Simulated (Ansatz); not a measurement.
**Convergence study of Cr**

Which SCF settings change the result for Cr, and which only the effort? The default run comes first. Cr is taken in its deposited structure (space group Im-3m), 1 atom in the cell. Source: COD entry 9008531, which need not be the ambient phase.

Method: DFT PBE, PAW, plane waves, scalar-relativistic, in Ansatz 0.2.0.

## (1) Starting point

It takes space group Im-3m (No. 229, cubic). Conventional cell: a = 2.884 Å, b = 2.884 Å, c = 2.884 Å, α = 90.00°, β = 90.00°, γ = 90.00°. Cr (site symmetry m-3m) is surrounded by 8 Cr at 2.50 Å.

Coordinates:

```cif
data_structure
_symmetry_space_group_name_H-M 'P 1'
_symmetry_Int_Tables_number 1
_cell_length_a 2.4975
_cell_length_b 2.4975
_cell_length_c 2.4975
_cell_angle_alpha 109.471
_cell_angle_beta 109.471
_cell_angle_gamma 109.471
_cell_volume 11.99
loop_
_atom_site_label
_atom_site_type_symbol
_atom_site_fract_x
_atom_site_fract_y
_atom_site_fract_z
_atom_site_occupancy
Cr1 Cr 0.00000 0.00000 0.00000 1
```

Atoms are counted from 1 in the order of input.yaml (Cr1 and so on).

After the default run come: tetrahedron occupations; Broyden, β 1.0, history 4, no preconditioner; Broyden, β 0.4, magnetisation mixing 0.4; Broyden, β 0.9, history 3, no preconditioner; Fermi–Dirac smearing, width 0.3 eV; density-residual threshold 1e-2 eV; Broyden, β 0.3, history 4, no preconditioner.

The search for lower states is off throughout, and inputs that name a mixer don't switch to direct minimisation unless they say so. Spin is collinear, with starting moments Cr1 3.00 μB. β is the mixing step of the charge; the magnetisation has a step of its own, which the program sets unless it is named.

## (2) Default SCF settings

input.yaml

```yaml
crystal:
  lattice:
    - [-1.44195, 1.44195, 1.44195]
    - [1.44195, -1.44195, 1.44195]
    - [1.44195, 1.44195, -1.44195]
  atoms:
    - { symbol: Cr, position: [0.0, 0.0, 0.0], spin: 3.0 }
magnetization:
  spin_polarized: true
hamiltonian:
  xc: pbe
  pseudopotentials: { kind: paw }
basis:
  ecutwfc: 420
kpoints:
  mp_grid: { grid: [13, 13, 13] }
scf:
  occupations: { method: fermi_dirac, width: 0.1 }
  lower_state_search: "off"
output:
  forces: true
  stress: true
```

Further steps of the session: Tetrahedron occupations; Broyden, β 1.0, history 4, no preconditioner; Broyden, β 0.4, magnetisation mixing 0.4; Broyden, β 0.9, history 3, no preconditioner; Fermi–Dirac smearing, width 0.3 eV; Density-residual threshold 1e-2 eV; Broyden, β 0.3, history 4, no preconditioner.

Q: What does this run give, and which of the planned changes alter effort or result? Wanted: largest shift of the free energy by occupations, cutoff, mesh or field.

As calculated:

| quantity | value |
| --- | --- |
| default run | 13 iterations, non-magnetic, no gap on the k-mesh |
| fewest iterations to that state among the runs shown | 13 (default SCF settings) |
| most iterations to it | 18 (Broyden, β 0.3, history 4, no preconditioner) |
| runs that end in another state, among changes of path alone | 0 |
| largest shift of the free energy by occupations, cutoff, mesh or field | -120 meV/atom (Fermi–Dirac smearing, width 0.3 eV) |

In words: The default and the runs that change only the path, 5 in all, end in one state, in 13 to 18 iterations. Occupations, cutoff, mesh and fields change the problem that is solved, not just the path; the largest shift here is that of “Fermi–Dirac smearing, width 0.3 eV”. Other settings tried on this cell gave no result: linear mixing, β 0.1, no preconditioner (not converged after 40 iterations, still settling); fixed occupations (input refused). Counts include iterations that the program adds to test a close, so a difference of one or two ranks nothing. The starting density is a sum of atomic densities.
